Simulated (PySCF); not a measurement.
# CsO+: bond curves at several levels of theory

An exercise on one series of results from a longer session: the logs are not shown, and one member is left open.

Method: Cs def2-SVP with ECP46, O def2-SVP, scalar-relativistic core potentials; program: PySCF 2.14.0.

Set-up of the first run:

A driver script around PySCF takes these settings:

| Property | Result |
| --- | --- |
| atoms | Cs, O |
| charge | 1 |
| basis | Cs def2-SVP with ECP46, O def2-SVP |
| Hamiltonian | scalar-relativistic core potentials |
| basis functions | 38 |
| electrons treated | 16 |
| masses in u | 132.9054, 15.9949 |
| levels | PBE0, PBE, r²SCAN, PW91, TPSSh, LDA, LC-ωPBE, HF, MP2, SCS-MP2, CCSD, CCSD(T) |
| grid | 80 radial by 434 angular points |
| occupations | held fixed by the projection of orbital angular momentum |
| dissociation limit | Cs+ + O, each in its ground configuration |
| starting distance in angstrom | 2.905 |
| values of 2S to try | 0, 2 |

Started as:

```bash
$ OMP_NUM_THREADS=1 python dia.py task.json out
```

Steps of the session up to this table: Set-up; PBE0 along the bond; Other states along the same grid; PBE; r²SCAN (meta-GGA); PW91 (GGA); TPSSh (hybrid meta-GGA); LDA; LC-ωPBE (range-separated hybrid); UHF; Correlated methods on the Hartree–Fock reference.

One of the session's tables, all rows but one given; the rest of the session is left out.

It belongs to the step «The curves together». Energy (eV) from each level's lowest point:

| R (Å) | UHF | UHF-MP2 | UHF-SCS-MP2 | UHF-CCSD | UHF-CCSD(T) |
| --- | --- | --- | --- | --- | --- |
| 2.861 | 0.191 | 0.166 | 0.171 | n/a | n/a |
| 2.994 | 0.094 | 0.075 | 0.078 | 0.075 | 0.073 |
| 3.127 | 0.039 | 0.026 | 0.028 | 0.025 | 0.025 |
| 3.227 | 0.017 | 0.008 | 0.009 | 0.007 | 0.007 |
| 3.327 | 0.005 | 0.000 | 0.001 | 0.000 | 0.000 |
| 3.427 | 0.000 | 0.000 | 0.000 | 0.000 | 0.000 |
| 3.560 | 0.002 | 0.007 | 0.006 | 0.008 | 0.008 |
| 3.726 | ? | ? | ? | ? | ? |
| 3.926 | 0.026 | 0.043 | 0.042 | 0.045 | 0.047 |
| 4.192 | 0.046 | 0.069 | 0.068 | n/a | n/a |

**Question.** Estimate the row for R (Å) = 3.726.

Worked estimate for «UHF». A straight line through the neighbours (3.560, 0.002) and (3.926, 0.026) gives 0.002 + (0.026 − 0.002) × (3.726 − 3.560) / (3.926 − 3.560) = 0.013; a parabola fitted to 4 rows on both sides gives 0.012.

As computed: UHF: 0.011; UHF-MP2: 0.022; UHF-SCS-MP2: 0.021; UHF-CCSD: 0.023; UHF-CCSD(T): 0.025. In «UHF» the line misses by +0.002 and the parabola by +0.001.

State 2 has its PBE0 minimum 0.16 eV higher. The other levels ran on the lowest alone.

To keep in mind: The bond is weak, and basis-set superposition, which was not computed, may be a sizeable part of it.
